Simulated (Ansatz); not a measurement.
# CH9AlSi2: a ladder of functionals and wavefunction methods

Aim: compute CH9AlSi2 with functionals from several rungs and with coupled cluster, and see how far each lands from CCSD(T) at the basis-set limit for the atomisation energy.

The runs use Ansatz 0.2.0, Gaussian basis; functionals in def2-TZVPP, the program's frozen cores in correlated methods.

Levels to be run: PBE-D4, r2SCAN-D4, PBE0-D4, B3LYP-D4, ωB97X-V, ωB97M-V, B2PLYP; CCSD(T)/def2-TZVPP; MP2/def2-QZVPP; extrapolation to the limit.

## 1. The relaxed structure

All runs share one geometry, relaxed beforehand with PBE0-D4/def2-TZVP.

SMILES `C[SiH2][SiH2][AlH2]`, 13 atoms, charge 0, spin multiplicity 1.

Atoms are counted from 1 here; the program's logs count them from 0.

Bond lengths: C1–Si2 1.877 Å, C1–H5 1.092 Å, C1–H6 1.092 Å, C1–H7 1.092 Å, Si2–Si3 2.345 Å, Si2–H8 1.492 Å, Si2–H9 1.491 Å, Si3–Al4 2.445 Å, Si3–H10 1.495 Å, Si3–H11 1.492 Å, Al4–H12 1.589 Å, Al4–H13 1.591 Å. Angles: Si2–C1–H5 110.6°, Si2–C1–H6 110.8°, Si2–C1–H7 111.1°, H5–C1–H6 108.2°, H5–C1–H7 107.9°, H6–C1–H7 108.2°, C1–Si2–Si3 110.6°, C1–Si2–H8 109.8°, C1–Si2–H9 110.1°, Si3–Si2–H8 108.7°, Si3–Si2–H9 110.4°, H8–Si2–H9 107.2°, Si2–Si3–Al4 109.5°, Si2–Si3–H10 107.1°, Si2–Si3–H11 109.5°, Al4–Si3–H10 110.3°, Al4–Si3–H11 112.8°, H10–Si3–H11 107.5° and more.

Coordinates:

```xyz
13
CH9AlSi2
C    -1.86474   -0.17597    0.83050
Si   -0.39383   -1.27095    0.42848
Si    1.55271    0.01563    0.19109
Al    1.29252    1.55016   -1.69443
H    -1.70137    0.35729    1.76957
H    -2.77479   -0.77172    0.93061
H    -2.02829    0.56689    0.04643
H    -0.64212   -2.00178   -0.84878
H    -0.21252   -2.29699    1.49451
H     1.73018    0.78257    1.46239
H     2.73080   -0.88781    0.04361
H     2.10890    1.37470   -3.04603
H     0.22295    2.72329   -1.59324
```

## 2. PBE-D4 (GGA)

The input, in.yaml:

```yaml
crystal:
  periodic: [false, false, false]
  atoms:
    - {symbol: C, position_ang: [-1.864737, -0.175970, 0.830499]}
    - {symbol: Si, position_ang: [-0.393832, -1.270953, 0.428483]}
    - {symbol: Si, position_ang: [1.552706, 0.015632, 0.191092]}
    - {symbol: Al, position_ang: [1.292516, 1.550162, -1.694431]}
    - {symbol: H, position_ang: [-1.701368, 0.357292, 1.769565]}
    - {symbol: H, position_ang: [-2.774790, -0.771717, 0.930605]}
    - {symbol: H, position_ang: [-2.028290, 0.566886, 0.046432]}
    - {symbol: H, position_ang: [-0.642119, -2.001782, -0.848778]}
    - {symbol: H, position_ang: [-0.212515, -2.296995, 1.494506]}
    - {symbol: H, position_ang: [1.730184, 0.782567, 1.462389]}
    - {symbol: H, position_ang: [2.730796, -0.887809, 0.043614]}
    - {symbol: H, position_ang: [2.108900, 1.374699, -3.046035]}
    - {symbol: H, position_ang: [0.222948, 2.723289, -1.593242]}
basis:
  gaussian: {orbitals: def2-TZVPP}
hamiltonian: {xc: pbe, dispersion: d4}
output: {forces: true, orbitals: {seedname: orbitals}}
```

Launch:

```console
$ ansatz run in.yaml --threads 4 --pin off --events-out ev --progress --plain --max-ram 10444MiB
```

After this run come: r2SCAN-D4 (meta-GGA); PBE0-D4 (hybrid); B3LYP-D4 (hybrid); ωB97X-V (range-separated); ωB97M-V (range-separated); B2PLYP (double hybrid); CCSD(T) in def2-TZVPP; MP2 in def2-QZVPP.

Before running them: what should the planned runs give, taken together? Wanted: atomisation energy, CCSD(T)/CBS; farthest; mean size of error, hybrid; mean size of error, range-separated; gap, smallest and largest; T1 diagnostic; triples share of the correlation energy.

**Answer**, as computed:

```
                               quantity                                value
        atomisation energy, CCSD(T)/CBS                            40.949 eV
    functionals within 0.205 eV (0.5 %)         r2SCAN-D4, B3LYP-D4, ωB97M-V
                               farthest                   B2PLYP (-0.694 eV)
             mean size of error, hybrid                             0.245 eV
    mean size of error, range-separated                             0.176 eV
              gap, smallest and largest  3.43 eV (PBE-D4), 9.25 eV (ωB97X-V)
                          T1 diagnostic                               0.0124
triples share of the correlation energy                                3.4 %
```

**Reading.** PBE-D4 misses by -0.361 eV, or 0.030 eV for each of 12 bonds. Double hybrids carry the basis error of their MP2 part in triple zeta, and no dispersion term here, so their miss is partly the set-up's. Misses under about 0.205 eV are within the doubt on the reference itself, which lacks core-valence correlation, relativity and higher excitations. Hartree-Fock recovers 77 % of the binding; the rest is correlation. Orbital gaps span 3.4 to 9.2 eV; exact exchange widens them.
